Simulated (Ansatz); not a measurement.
# CH₇AlGeS: up Jacob's ladder to CCSD(T)

Aim: compute CH₇AlGeS with functionals from several rungs and with coupled cluster. The yardstick is the atomisation energy at the CCSD(T) limit.

The runs use Ansatz 0.2.0, Gaussian basis; functionals in def2-TZVPP, the program's frozen cores in correlated methods.

Levels to be run: PBE-D4, r2SCAN-D4, PBE0-D4, B3LYP-D4, ωB97X-V, ωB97M-V, B2PLYP; CCSD(T)/def2-TZVPP; MP2/def2-QZVPP; extrapolation to the limit.

**1. Structure used throughout**

An earlier PBE0-D4 in a triple-zeta def2 set relaxation fixed the geometry.

SMILES `[CH3][AlH][S][GeH3]`, 11 atoms, charge 0, spin multiplicity 1.

Atoms are counted from 1 here; the program's logs count them from 0.

Bond lengths: C1–Al2 1.948 Å, C1–H5 1.093 Å, C1–H6 1.095 Å, C1–H7 1.095 Å, Al2–S3 2.185 Å, Al2–H8 1.583 Å, S3–Ge4 2.224 Å, Ge4–H9 1.537 Å, Ge4–H10 1.534 Å, Ge4–H11 1.537 Å. Angles: Al2–C1–H5 111.4°, Al2–C1–H6 111.4°, Al2–C1–H7 111.4°, H5–C1–H6 107.8°, H5–C1–H7 107.8°, H6–C1–H7 106.7°, C1–Al2–S3 121.2°, C1–Al2–H8 124.3°, S3–Al2–H8 114.5°, Al2–S3–Ge4 101.1°, S3–Ge4–H9 110.5°, S3–Ge4–H10 106.1°, S3–Ge4–H11 110.6°, H9–Ge4–H10 110.1°, H9–Ge4–H11 109.5°, H10–Ge4–H11 110.0°.

Geometry (Å):

```
C    -1.6199    0.5500    0.0040
Al   -0.8952   -0.9538    1.0080
S     1.2157   -1.4986    0.8667
Ge    1.9595    0.0325   -0.5643
H    -2.6891    0.6770    0.1911
H    -1.1196    1.4864    0.2703
H    -1.4823    0.4149   -1.0735
H    -1.7463   -1.8730    1.9754
H     1.7538    1.4463    0.0033
H     3.4569   -0.2484   -0.7472
H     1.2317   -0.0901   -1.9129
```

**2. PBE-D4 (GGA)**

The input, in.yaml:

```yaml
crystal:
  periodic: [false, false, false]
  atoms:
    - {symbol: C, position_ang: [-1.619917, 0.549958, 0.003962]}
    - {symbol: Al, position_ang: [-0.895183, -0.953847, 1.007969]}
    - {symbol: S, position_ang: [1.215721, -1.498551, 0.866663]}
    - {symbol: Ge, position_ang: [1.959504, 0.032451, -0.564312]}
    - {symbol: H, position_ang: [-2.689080, 0.677049, 0.191124]}
    - {symbol: H, position_ang: [-1.119594, 1.486400, 0.270346]}
    - {symbol: H, position_ang: [-1.482273, 0.414872, -1.073544]}
    - {symbol: H, position_ang: [-1.746257, -1.873033, 1.975383]}
    - {symbol: H, position_ang: [1.753821, 1.446332, 0.003254]}
    - {symbol: H, position_ang: [3.456872, -0.248393, -0.747218]}
    - {symbol: H, position_ang: [1.231688, -0.090140, -1.912930]}
basis:
  gaussian: {orbitals: def2-TZVPP}
hamiltonian: {xc: pbe, dispersion: d4}
output: {forces: true, orbitals: {seedname: orbitals}}
```

Command:

```bash
$ ansatz run in.yaml --threads 4 --pin off --events-out ev --progress --plain --max-ram 10444MiB
```

The runs that follow: r2SCAN-D4 (meta-GGA); PBE0-D4 (hybrid); B3LYP-D4 (hybrid); ωB97X-V (range-separated); ωB97M-V (range-separated); B2PLYP (double hybrid); CCSD(T) in def2-TZVPP; MP2 in def2-QZVPP.

**Question.** What will the summary of the whole plan be? Wanted: atomisation energy, CCSD(T)/CBS; farthest; mean size of error, hybrid; mean size of error, range-separated; gap, smallest and largest; T1 diagnostic; triples share of the correlation energy.

The runs gave:

| quantity | value |
| --- | --- |
| atomisation energy, CCSD(T)/CBS | 3413.0 kJ/mol |
| functionals within 34.1 kJ/mol (1.0 %) | PBE-D4, r2SCAN-D4, B3LYP-D4, ωB97X-V, ωB97M-V |
| farthest | B2PLYP (-65.8 kJ/mol) |
| mean size of error, hybrid | 32.9 kJ/mol |
| mean size of error, range-separated | 10.6 kJ/mol |
| gap, smallest and largest | 4.56 eV (PBE-D4), 10.64 eV (ωB97X-V) |
| T1 diagnostic | 0.0111 |
| triples share of the correlation energy | 3.8 % |

PBE-D4 misses by -20.9 kJ/mol. Double hybrids carry the basis error of their MP2 part in triple zeta, and no dispersion term here, so their miss is partly the set-up's. Misses under about 34.1 kJ/mol are within the doubt on the reference itself, which lacks core-valence correlation, relativity and higher excitations, and its outer-core shells are covered unevenly. Hartree-Fock recovers 75 % of the binding; the rest is correlation. Orbital gaps span 4.6 to 10.6 eV; exact exchange widens them. Correlated methods include outer-core shells of Ge, which these sets cover unevenly.
